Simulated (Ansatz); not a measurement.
# CsNiCl3: the cost of one run

Program: Ansatz 0.2.0. Level of theory: DFT LDA+U (U_eff = 4 eV on Ni d), plane waves, PAW. These are calculated values, not measurements.

### Step 1. The system as given

Symmetry: P6_3/mmc, No. 194, hexagonal system. The conventional cell has a = 7.171 Å, b = 7.171 Å, c = 5.944 Å, α = 90.00°, β = 90.00°, γ = 120.00°. Cs (site symmetry -6m2) has 12 Cl at 3.59 to 3.72 Å in its first shell of neighbours. Ni (site symmetry -3m) has 6 Cl at 2.42 Å in its first shell of neighbours. Cl (site symmetry mm2) has 2 Ni at 2.42 Å and 2 Cs at 3.59 Å in its first shell of neighbours.

Structure file:

```xyz
10
Lattice="7.1710 0.0000 0.0000 -3.5855 6.2103 0.0000 0.0000 0.0000 5.9440" Properties=species:S:1:pos:R:3 pbc="T T T"
Cs    0.0000    4.1402    4.4580
Cs    3.5855    2.0701    1.4860
Ni    0.0000    0.0000    0.0000
Ni    0.0000    0.0000    2.9720
Cl    0.0000    1.9061    1.4860
Cl    5.5203    0.9530    4.4580
Cl    1.9348    5.2572    1.4860
Cl    3.5855    4.3042    4.4580
Cl   -1.9348    5.2572    1.4860
Cl    1.6507    0.9530    4.4580
```

Magnetic order typed: ferromagnetic.

### Step 2. From atoms, symmetry kept, no search

File input.yaml:

```yaml
crystal:
  lattice:
    - [7.17100113, 0.0, 0.0]
    - [-3.58550057, 6.21026915, 0.0]
    - [0.0, 0.0, 5.94400028]
  atoms:
    - { symbol: Cs, position: [0.3333333333, 0.6666666667, 0.75] }
    - { symbol: Cs, position: [0.6666666667, 0.3333333333, 0.25] }
    - { symbol: Ni, position: [0.0, 0.0, 0.0], spin: 2.0 }
    - { symbol: Ni, position: [0.0, 0.0, 0.5], spin: 2.0 }
    - { symbol: Cl, position: [0.15346, 0.30692, 0.25] }
    - { symbol: Cl, position: [0.84654, 0.15346, 0.75] }
    - { symbol: Cl, position: [0.69308, 0.84654, 0.25] }
    - { symbol: Cl, position: [0.84654, 0.69308, 0.75] }
    - { symbol: Cl, position: [0.15346, 0.84654, 0.25] }
    - { symbol: Cl, position: [0.30692, 0.15346, 0.75] }
basis:
  ecutwfc: 420
  ecutrho_ratio: 4
kpoints:
  mp_grid: { grid: [3, 3, 3] }
hamiltonian:
  xc: lda
  hubbard:
    sites: [{ site: 2, l: d, u_eff: 4.0 }, { site: 3, l: d, u_eff: 4.0 }]
scf:
  occupations: { method: gaussian, width: 0.05 }
  lower_state_search: "off"
  max_iter: 150
output:
  forces: true
  stress: true
  eigenvalues: true
  populations: true
  hubbard: { sites: [{ site: 2, l: d }, { site: 3, l: d }] }
magnetization:
  spin_polarized: true
```

Started as:

```console
$ ansatz run input.yaml --threads 8 --pin off --max-ram 12288MiB --backend cpu --events-out ev --progress --plain --runs-dir out
```

What time and memory should one allow on 8 threads of Arm Neoverse V2, shared host?

About 3.5 s, with a peak of 0.96 GiB.
